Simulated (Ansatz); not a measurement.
# Al2GaN3: response to biaxial strain in the a-b plane

The task here is to estimate one member of a computed series from the others.

Method: DFT PBEsol, scalar-relativistic, plane waves, PAW, in Ansatz 0.2.0.

2 further runs of the same task are left out: 2 set aside as unsound or not needed.

## The starting structure

It takes space group Cm (No. 8, monoclinic). Conventional cell: a = 11.486 Å, b = 3.136 Å, c = 7.422 Å, α = 90.00°, β = 104.79°, γ = 90.00°. Around Al (site symmetry m) lie 4 N at 1.89 to 1.91 Å. Around Al (site symmetry m) lie 4 N at 1.89 to 1.90 Å. Al (site symmetry m) has 4 N at 1.90 to 1.91 Å as nearest neighbours. Around Al (site symmetry m) lie 4 N at 1.90 Å. Ga (site symmetry m) has 4 N at 1.93 to 1.96 Å as nearest neighbours. N (site symmetry m) has 3 Al at 1.90 Å and 1 Ga at 1.96 Å as nearest neighbours. Only part of the 12 independent sites is listed.

As a file:

```
Al Ga N
1.0
     5.74321   -1.56788    0.00091
     5.74321    1.56788    0.00091
    -1.89621    0.00000    7.17535
Al Ga N
4 2 6
Direct
  0.94421 0.94421 0.38923
  0.88893 0.88893 0.77670
  0.22314 0.22314 0.44451
  0.55405 0.55405 0.11303
  0.27708 0.27708 0.05762
  0.60965 0.60965 0.72179
  0.14761 0.14761 0.18500
  0.48165 0.48165 0.85245
  0.81833 0.81833 0.51506
  0.76440 0.76440 0.90172
  0.09530 0.09530 0.56471
  0.43101 0.43101 0.24298
```

It goes back to an entry of the Materials Project, which need not be the stable form.

This cell was relaxed beforehand with the same method: volume 10.77 Å³/atom, gap on the mesh 3.26 eV.

The unstrained cell was computed beforehand with the same settings: E(σ→0) = -11869.4592 eV for 12 atoms, gap 3.26 eV over the zone.

Set-up of the first run:

Input file input.yaml:

```yaml
crystal:
  lattice:
    - [5.628344923, -1.5365200518, 0.0008933543]
    - [5.628344923, 1.5365200518, 0.0008933543]
    - [-1.8583251957, 0.0, 7.2614629647]
  atoms:
    - { symbol: Al, position: [0.9442094829, 0.9442094829, 0.3892317946] }
    - { symbol: Al, position: [0.8889313903, 0.8889313903, 0.7767015034] }
    - { symbol: Al, position: [0.2231418107, 0.2231418107, 0.4445132115] }
    - { symbol: Al, position: [0.5540491769, 0.5540491769, 0.113029685] }
    - { symbol: Ga, position: [0.2770821303, 0.2770821303, 0.0576223522] }
    - { symbol: Ga, position: [0.6096504594, 0.6096504594, 0.7217877029] }
    - { symbol: "N", position: [0.1476133209, 0.1476133209, 0.1850004131] }
    - { symbol: "N", position: [0.4816489577, 0.4816489577, 0.8524466909] }
    - { symbol: "N", position: [0.818330953, 0.818330953, 0.5150587639] }
    - { symbol: "N", position: [0.7644028745, 0.7644028745, 0.9017209729] }
    - { symbol: "N", position: [0.0952971029, 0.0952971029, 0.5647077555] }
    - { symbol: "N", position: [0.4310073403, 0.4310073403, 0.2429801442] }
basis:
  ecutwfc: 420
kpoints:
  mp_grid: { grid: [8, 8, 4] }
hamiltonian:
  xc: pbesol
scf:
  occupations: { method: gaussian, width: 0.02 }
output:
  forces: true
  stress: true
  eigenvalues: true
  write_density: true
  write_potential: true
  elf: true
  volumetric_format: npy
relax:
  adjacent_minimum: "off"
  f_tol: 0.008
  max_steps: 40
  cell: { stress_tol: 0.015, fix: [a, b, gamma] }
```

On the command line:

```
> ansatz run input.yaml --threads 2 --pin off --max-ram 5120MiB --backend cpu --events-out ev --progress --plain --runs-dir out
```

Among the steps run: The cell strained by -2.0 %; Band edges over the zone at -2.0 %; The cell strained by +2.0 %; Band edges over the zone at +2.0 %; At -4.0 %; Seeking the band edges at -4.0 %; The cell strained by +4.0 %; The gap over the whole zone at +4.0 %.

One table of the session follows, with a row left open; its other results are not shown here.

It belongs to the step «Energy, stress and gap against strain». Lengths are those of the vectors of the cell that was run; stresses in GPa:

```
strain (%)  ΔE (meV/atom)  a (Å)  b (Å)  c (Å)
      -4.0           44.0  5.715  5.715  7.607
      -2.0           10.6  5.834  5.834  7.515
      +0.0            0.0  5.953  5.953  7.422
      +2.0              ?      ?      ?      ?
      +4.0           37.5  6.192  6.192  7.232
```

Estimate the missing values for strain (%) = +2.0.

Worked estimate for «ΔE (meV/atom)». A straight line through the neighbours (0.0, 0.0) and (4.0, 37.5) gives 0.0 + (37.5 − 0.0) × (2.0 − 0.0) / (4.0 − 0.0) = 18.8; a parabola fitted to 3 rows on both sides gives 9.0.

The run gave: ΔE (meV/atom): 9.7; a (Å): 6.072; b (Å): 6.072; c (Å): 7.328. In «ΔE (meV/atom)» the line misses by +9.1 and the parabola by -0.7.

ΔE is over the unstrained cell. Stress in GPa, positive in compression, on the Cartesian axes of the input.
